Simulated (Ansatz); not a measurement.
# SnGe7: the cost of one run

Computed with Ansatz 0.2.0 (DFT PBEsol, scalar-relativistic, plane waves, PAW, and further levels as typed in the inputs, unless a step's input says otherwise).

## 1. The system as given

Symmetry: P-43m, No. 215, cubic system. Conventional cell: a = 5.770 Å, b = 5.770 Å, c = 5.770 Å, α = 90.00°, β = 90.00°, γ = 90.00°. Around Sn (site symmetry -43m) lie 4 Ge at 2.50 Å. Ge (site symmetry -42m) has 4 Ge at 2.50 Å as nearest neighbours. Ge (site symmetry 3m) is surrounded by 1 Sn at 2.50 Å and 3 Ge at 2.50 Å.

Structure file:

```
Sn Ge
1.0
     5.77000    0.00000    0.00000
     0.00000    5.77000    0.00000
     0.00000    0.00000    5.77000
Sn Ge
1 7
Direct
  0.00000 0.00000 0.00000
  0.00000 0.50000 0.50000
  0.50000 0.00000 0.50000
  0.50000 0.50000 0.00000
  0.25000 0.25000 0.25000
  0.25000 0.75000 0.75000
  0.75000 0.25000 0.75000
  0.75000 0.75000 0.25000
```

## 2. Relaxing cell and atoms: SnGe7, no spin

The input, input.yaml:

```yaml
crystal:
  lattice:
    - [5.77, 0.0, 0.0]
    - [0.0, 5.77, 0.0]
    - [0.0, 0.0, 5.77]
  atoms:
    - { symbol: Sn, position: [0.0, 0.0, 0.0] }
    - { symbol: Ge, position: [0.0, 0.5, 0.5] }
    - { symbol: Ge, position: [0.5, 0.0, 0.5] }
    - { symbol: Ge, position: [0.5, 0.5, 0.0] }
    - { symbol: Ge, position: [0.25, 0.25, 0.25] }
    - { symbol: Ge, position: [0.25, 0.75, 0.75] }
    - { symbol: Ge, position: [0.75, 0.25, 0.75] }
    - { symbol: Ge, position: [0.75, 0.75, 0.25] }
scf:
  occupations: { method: gaussian, width: 0.01 }
output:
  forces: true
  stress: true
  eigenvalues: true
  write_density: true
  write_potential: true
  elf: true
  volumetric_format: npy
hamiltonian:
  xc: pbesol
relax:
  f_tol: 0.005
  max_steps: 60
  cell: { stress_tol: 0.03 }
kpoints:
  mp_grid: { grid: [6, 6, 6] }
```

On the command line:

```console
ansatz run input.yaml --threads 8 --pin off --max-ram 24576MiB --backend cpu --events-out ev --progress --plain --runs-dir out
```

What time and memory should one allow on 8 threads of AMD EPYC 7R43 (Zen 3), shared host?

About 19 s, with a peak of 0.96 GiB.
